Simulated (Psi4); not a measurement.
# A workflow on AlH2Br (SMILES [H][Al]([H])[Br])

Wanted: a geometry optimisation (singlet AlH2Br, B3LYP/def2-TZVP), then the energy (doublet AlH2Br+, UB3LYP/def2-TZVP), then a geometry optimisation (doublet AlH2Br+, UB3LYP/def2-TZVP), then a single-point energy (singlet AlH2Br, B3LYP/def2-TZVP) of AlBrH2. 

The results are computed with Psi4 1.11.

### Step 1. The system as given

The species is AlH2Br (4 atoms), meant as a singlet with charge 0. SMILES: `[H][Al]([H])[Br]`. Geometry: a GFN2-xTB relaxation, a rough one for these elements and not checked as a minimum. The run starts from this shape.

Bond lengths: Al1–Br4 2.240 Å, Al1–H2 1.534 Å, Al1–H3 1.534 Å. Angles: H2–Al1–Br4 120.8°, H3–Al1–Br4 120.8°, H2–Al1–H3 118.4°.

### Step 2. A structure relaxation at B3LYP/def2-TZVP (density fitting) (run 1)

input.in reads:

```
memory 1600 MB

molecule {
  Al     0.085960     0.143320     0.001240
  H      1.619870     0.141230     0.011920
  H     -0.640600     1.494120    -0.021230
  Br    -1.065230    -1.778670     0.008060
  symmetry c1
}

set {
  basis def2-TZVP
}

opt("b3lyp")
```

On the command line:

```sh
$ psi4 input.in input.out -n 1
```

input.out:

```text
[...]
  Running in c1 symmetry.
[...]
  Nuclear repulsion =  127.863678834309823
[...]
  Multiplicity = 1
[...]
  Nalpha       = 25
  Nbeta        = 25
[...]
    Number of basis functions: 97
[...]
   @DF-RKS iter   1: -2817.52429606503028   -1.40221e+00   1.60808e-02 DIIS/ADIIS
[...]
   @DF-RKS iter   7: -2817.89744116350903   -1.81899e-12   9.02573e-09 DIIS
[...]
  @DF-RKS Final Energy: -2817.89744116350903
   => Energetics <=
    Nuclear Repulsion Energy =            126.2876407920598325
    One-Electron Energy =               -4172.6607011390115076
    Two-Electron Energy =                1317.5797924984917699
    DFT Exchange-Correlation Energy =     -89.1041733150492519
    Empirical Dispersion Energy =           0.0000000000000000
    VV10 Nonlocal Energy =                  0.0000000000000000
    Total Energy =                      -2817.8974411635090291
[...]
 Multipole Moments:
 ------------------------------------------------------------------------------------
     Multipole            Electronic (a.u.)      Nuclear  (a.u.)        Total (a.u.)
 ------------------------------------------------------------------------------------
 L = 1.  Multiply by 2.5417464519 to convert [e a0] to [Debye]
 Dipole X            :         -3.9486305            4.2010374            0.2524069
 Dipole Y            :         -6.5948304            7.0164268            0.4215964
 Dipole Z            :          0.0271843           -0.0280599           -0.0008756
 Magnitude           :                                                    0.4913792
[...]
  -Total Gradient:
     Atom            X                  Y                   Z
    ------   -----------------  -----------------  -----------------
       1        0.000004096341     0.000008851914     0.000040418162
       2        0.000088923399    -0.000001009692    -0.000014499660
       3       -0.000042175769     0.000077853543    -0.000016425554
       4       -0.000074412460    -0.000125059973    -0.000009333066
[...]
    Final optimized geometry and variables:
    Molecular point group: c1
    Full point group: C1
    Geometry (in Angstrom), charge = 0, multiplicity = 1:
    AL           0.845288811577     1.411784124099    -0.005356344146
    H            2.413116698705     1.322963228891     0.009079226560
    H            0.026604627217     2.751752038384    -0.025916128761
    BR          -0.320153789738    -0.534713592167     0.002046305870
    Psi4 run time: 0:00:23.35
[...]
```

Standard output:

```text
Optimizer: Optimization complete!
```

Wall time 25 s (1 thread of Intel Xeon Platinum 8259CL at 2.50GHz (Skylake/Cascade Lake), shared host); peak memory 0.51 GiB.

Steps, from the record of the run:

| step | energy from the first frame kept (eV) | largest force (eV/Å) |
| --- | --- | --- |
| 0 | 0.0000 | 0.6147 |
| 1 | -0.0356 | 0.2719 |
| 2 | -0.0076 | 0.5462 |
| 3 | -0.0375 | 0.1781 |
| 4 | -0.0415 | 0.0075 |

After the run. Bond lengths: Al1–Br4 2.269 Å, Al1–H2 1.570 Å, Al1–H3 1.570 Å. Angles: H2–Al1–Br4 117.7°, H3–Al1–Br4 117.7°, H2–Al1–H3 124.7°.

### Step 3. The doublet cation: a single-point energy at UB3LYP/def2-TZVP (density fitting) (run 2)

albrh2.xyz reads:

```xyz
4
AlBrH2
Al     0.096926     0.162154     0.000761
H      1.664754     0.073333     0.015197
H     -0.721758     1.502121    -0.019799
Br    -1.068516    -1.784344     0.008164
```

job.py reads:

```python
import psi4

psi4.set_memory('1600 MB')
psi4.set_num_threads(1)
psi4.set_output_file('output.dat', False)

with open('albrh2.xyz') as f:
    atoms = ''.join(f.readlines()[2:])
molecule = psi4.geometry('1 2\n' + atoms + '')

psi4.set_options(dict(reference='uks'))

e_tot, wfn = psi4.energy("b3lyp/def2-TZVP", molecule=molecule, return_wfn=True)
print(f'b3lyp/def2-TZVP energy: {e_tot:.10f} Eh')
```

On the command line:

```sh
$ python job.py
```

output.dat:

```text
[...]
  Running in c1 symmetry.
[...]
  Nuclear repulsion =  126.287647570895558
[...]
  Multiplicity = 2
[...]
  Nalpha       = 25
  Nbeta        = 24
[...]
    Number of basis functions: 97
[...]
   @DF-UKS iter   1: -2817.24308914727681   -1.14738e+00   1.50032e-02 DIIS/ADIIS
[...]
   @DF-UKS iter  10: -2817.51201821438417   -3.16063e-08   6.59563e-07 DIIS
[...]
   @S^2 Observed:                7.589448309E-01
[...]
    Orbital Energies [Eh]
    ---------------------
    Alpha Occupied:
       1A   -483.133728     2A    -62.780397     3A    -56.597262
       4A    -56.594001     5A    -56.592730     6A    -56.304524
       7A     -8.971151     8A     -6.800229     9A     -6.792129
      10A     -6.787919    11A     -4.411352    12A     -2.967844
      13A     -2.962787    14A     -2.960834    15A     -2.914249
      16A     -2.913076    17A     -2.909646    18A     -2.904069
      19A     -2.903805    20A     -1.043329    21A     -0.685109
      22A     -0.601074    23A     -0.597462    24A     -0.566567
      25A     -0.564201
    Alpha Virtual:
[...]
  @DF-UKS Final Energy: -2817.51201821438417
   => Energetics <=
    Nuclear Repulsion Energy =            126.2876475708955581
    One-Electron Energy =               -4159.2959003606792976
    Two-Electron Energy =                1304.3482337855602964
    DFT Exchange-Correlation Energy =     -88.8519992101604572
    Empirical Dispersion Energy =           0.0000000000000000
    VV10 Nonlocal Energy =                  0.0000000000000000
    Total Energy =                      -2817.5120182143841703
[...]
 Multipole Moments:
 ------------------------------------------------------------------------------------
     Multipole            Electronic (a.u.)      Nuclear  (a.u.)        Total (a.u.)
 ------------------------------------------------------------------------------------
 L = 1.  Multiply by 2.5417464519 to convert [e a0] to [Debye]
 Dipole X            :         -3.2273819            4.2010359            0.9736540
 Dipole Y            :         -5.3902427            7.0164266            1.6261839
 Dipole Z            :          0.0223058           -0.0280607           -0.0057549
 Magnitude           :                                                    1.8953916
[...]
```

On the terminal:

```text
b3lyp/def2-TZVP energy: -2817.5120182144 Eh
```

It took 8.1 s on 1 thread of Intel Xeon Platinum 8259CL at 2.50GHz (Skylake/Cascade Lake), shared host; peak memory 0.45 GiB.

### Step 4. The doublet cation: a structure relaxation at UB3LYP/def2-TZVP (density fitting) (run 3)

albrh2.in reads:

```
memory 1600 mb

molecule geom {
  1 2
  Al     0.18316359     0.30642665     0.00143808
  H      3.14592912     0.13857929     0.02871817
  H     -1.36392495     2.83859730    -0.03741469
  Br    -2.01920260    -3.37192147     0.01542772
  units au
  symmetry c1
}

set basis def2-TZVP
set reference uks

energy_value, wavefunction = optimize("b3lyp", return_wfn=True)
```

On the command line:

```sh
$ psi4 -i albrh2.in -o albrh2.out -n 1
```

albrh2.out:

```text
[...]
  Running in c1 symmetry.
[...]
  Nuclear repulsion =  126.287647723697191
[...]
  Multiplicity = 2
[...]
  Nalpha       = 25
  Nbeta        = 24
[...]
    Number of basis functions: 97
[...]
   @DF-UKS iter   1: -2817.24308911041271   -1.14738e+00   1.50032e-02 DIIS/ADIIS
[...]
   @DF-UKS iter   8: -2817.51336462607196   -7.73070e-12   6.74917e-09 DIIS
[...]
   @S^2 Observed:                7.567018479E-01
[...]
  @DF-UKS Final Energy: -2817.51336462607196
   => Energetics <=
    Nuclear Repulsion Energy =            123.8370280442219951
    One-Electron Energy =               -4154.3115952345997357
    Two-Electron Energy =                1301.8040391815673047
    DFT Exchange-Correlation Energy =     -88.8428366172612556
    Empirical Dispersion Energy =           0.0000000000000000
    VV10 Nonlocal Energy =                  0.0000000000000000
    Total Energy =                      -2817.5133646260719615
[...]
 Multipole Moments:
 ------------------------------------------------------------------------------------
     Multipole            Electronic (a.u.)      Nuclear  (a.u.)        Total (a.u.)
 ------------------------------------------------------------------------------------
 L = 1.  Multiply by 2.5417464519 to convert [e a0] to [Debye]
 Dipole X            :         -3.1465287            4.0984031            0.9518744
 Dipole Y            :         -5.2550085            6.8447338            1.5897253
 Dipole Z            :          0.0322917           -0.0419679           -0.0096763
 Magnitude           :                                                    1.8529395
[...]
  -Total Gradient:
     Atom            X                  Y                   Z
    ------   -----------------  -----------------  -----------------
       1       -0.000013302825    -0.000022658842     0.000002338741
       2       -0.000003055367    -0.000009137614    -0.000000816480
       3       -0.000006781174    -0.000007058671    -0.000000869476
       4        0.000007499116     0.000012733313    -0.000000493428
[...]
    Final optimized geometry and variables:
    Molecular point group: c1
    Full point group: C1
    Geometry (in Bohr), charge = 1, multiplicity = 2:
    AL           1.641452077978     2.741409058308    -0.016757408769
    H            4.579996167031     2.183954312850     0.013041941495
    H           -0.237588515257     5.068246811656    -0.057604160528
    BR          -0.616653760060    -1.029879574722     0.006298302844
    Psi4 run time: 0:00:58.65
[...]
```

The script printed:

```text
Optimizer: Optimization complete!
```

Wall time 60 s (1 thread of Intel Xeon Platinum 8259CL at 2.50GHz (Skylake/Cascade Lake), shared host); peak memory 0.5 GiB.

Step by step:

```
step  energy from the first frame kept (eV)  largest force (eV/Å)
   0                                 0.0000                0.3883
   1                                -0.0162                0.2087
   2                                -0.0208                0.2473
   3                                -0.0202                0.3134
   4                                -0.0348                0.1143
   5                                -0.0365                0.0423
   6                                -0.0366                0.0176
   7                                -0.0366                0.0014
```

After the run. Bond lengths: Al1–Br4 2.326 Å, Al1–H2 1.583 Å, Al1–H3 1.583 Å. Angles: H2–Al1–Br4 110.2°, H3–Al1–Br4 110.2°, H2–Al1–H3 139.7°.

### Step 5. The energy at B3LYP/def2-TZVP (density fitting) (run 4)

albrh2.dat reads:

```
memory 1600 MB

molecule {
  0 1
  Al
  H 1 r2
  H 1 r3 2 a3
  Br 1 r4 3 a4 2 d4

  r2 = 1.582822
  r3 = 1.582818
  a3 = 139.66669
  r4 = 2.326105
  a4 = 110.16786
  d4 = -179.99318
  units angstrom
}

set basis def2-TZVP
set reference rks

energy("b3lyp")
```

On the command line:

```sh
$ psi4 albrh2.dat albrh2.out -n 1
```

albrh2.out:

```text
[...]
  Running in c1 symmetry.
[...]
  Nuclear repulsion =  123.837033385522687
[...]
  Multiplicity = 1
[...]
  Nalpha       = 25
  Nbeta        = 25
[...]
    Number of basis functions: 97
[...]
   @DF-RKS iter   1: -2817.51371112143397   -1.45245e+00   1.61552e-02 ADIIS/DIIS
[...]
   @DF-RKS iter   8: -2817.89376043087395   -1.20008e-08   2.36109e-07 DIIS
[...]
    Orbital Energies [Eh]
    ---------------------
    Doubly Occupied:
       1A   -482.838118     2A    -62.486577     3A    -56.301159
       4A    -56.300193     5A    -56.299635     6A    -56.065889
       7A     -8.677469     8A     -6.502322     9A     -6.499163
      10A     -6.497465    11A     -4.172358    12A     -2.729876
      13A     -2.724442    14A     -2.720016    15A     -2.617922
      16A     -2.617180    17A     -2.615840    18A     -2.613266
      19A     -2.613114    20A     -0.755434    21A     -0.437148
      22A     -0.345018    23A     -0.332546    24A     -0.302369
      25A     -0.286978
[...]
  @DF-RKS Final Energy: -2817.89376043087395
   => Energetics <=
    Nuclear Repulsion Energy =            123.8370333855226875
    One-Electron Energy =               -4168.0819907467785015
    Two-Electron Energy =                1315.4414108656840199
    DFT Exchange-Correlation Energy =     -89.0902139353022449
    Empirical Dispersion Energy =           0.0000000000000000
    VV10 Nonlocal Energy =                  0.0000000000000000
    Total Energy =                      -2817.8937604308739537
[...]
 Multipole Moments:
 ------------------------------------------------------------------------------------
     Multipole            Electronic (a.u.)      Nuclear  (a.u.)        Total (a.u.)
 ------------------------------------------------------------------------------------
 L = 1.  Multiply by 2.5417464519 to convert [e a0] to [Debye]
 Dipole X            :          0.0006094           -0.0007686           -0.0001591
 Dipole Y            :         -6.6722899            7.4889803            0.8166904
 Dipole Z            :         -2.4504022            2.7503108            0.2999086
 Magnitude           :                                                    0.8700163
[...]
```

It took 5.4 s on 1 thread of Intel Xeon Platinum 8259CL at 2.50GHz (Skylake/Cascade Lake), shared host; peak memory 0.45 GiB.

### Step 6. Summary of results

| quantity | value |
| --- | --- |
| run 1, B3LYP/def2-TZVP: total energy at the end | -2817.89744 Eh |
| run 1, B3LYP/def2-TZVP: dipole moment | 1.25 D |
| run 1, B3LYP/def2-TZVP: HOMO energy | -8.03 eV |
| run 1, B3LYP/def2-TZVP: LUMO energy | -1.96 eV |
| run 1, B3LYP/def2-TZVP: HOMO–LUMO gap | 6.07 eV |
| doublet cation, run 2: total energy | -2817.51202 Eh |
| doublet cation, run 2: HOMO energy (highest over α and β) | -14.98 eV |
| doublet cation, run 2: LUMO energy (lowest over α and β) | -12.93 eV |
| doublet cation, run 2: ⟨S²⟩ | 0.759 |
| doublet cation, run 3: total energy at the end | -2817.51336 Eh |
| doublet cation, run 3: HOMO energy (highest over α and β) | -15.05 eV |
| doublet cation, run 3: LUMO energy (lowest over α and β) | -12.85 eV |
| doublet cation, run 3: ⟨S²⟩ | 0.757 |
| run 4, B3LYP/def2-TZVP: total energy | -2817.89376 Eh |
| run 4, B3LYP/def2-TZVP: dipole moment | 2.21 D |
| run 4, B3LYP/def2-TZVP: HOMO energy | -7.81 eV |
| run 4, B3LYP/def2-TZVP: LUMO energy | -2.08 eV |
| run 4, B3LYP/def2-TZVP: HOMO–LUMO gap | 5.73 eV |
| adiabatic ionisation energy (to the doublet cation, no zero-point term) | 10.451 eV |

The adiabatic ionisation energy (to the doublet cation, no zero-point term) is 10.45 eV (1008 kJ/mol). The optimisation (run 1, B3LYP/def2-TZVP) took 5 steps and changed the energy by -0.041 eV. The optimisation (doublet cation, run 3) took 8 steps and changed the energy by -0.037 eV.
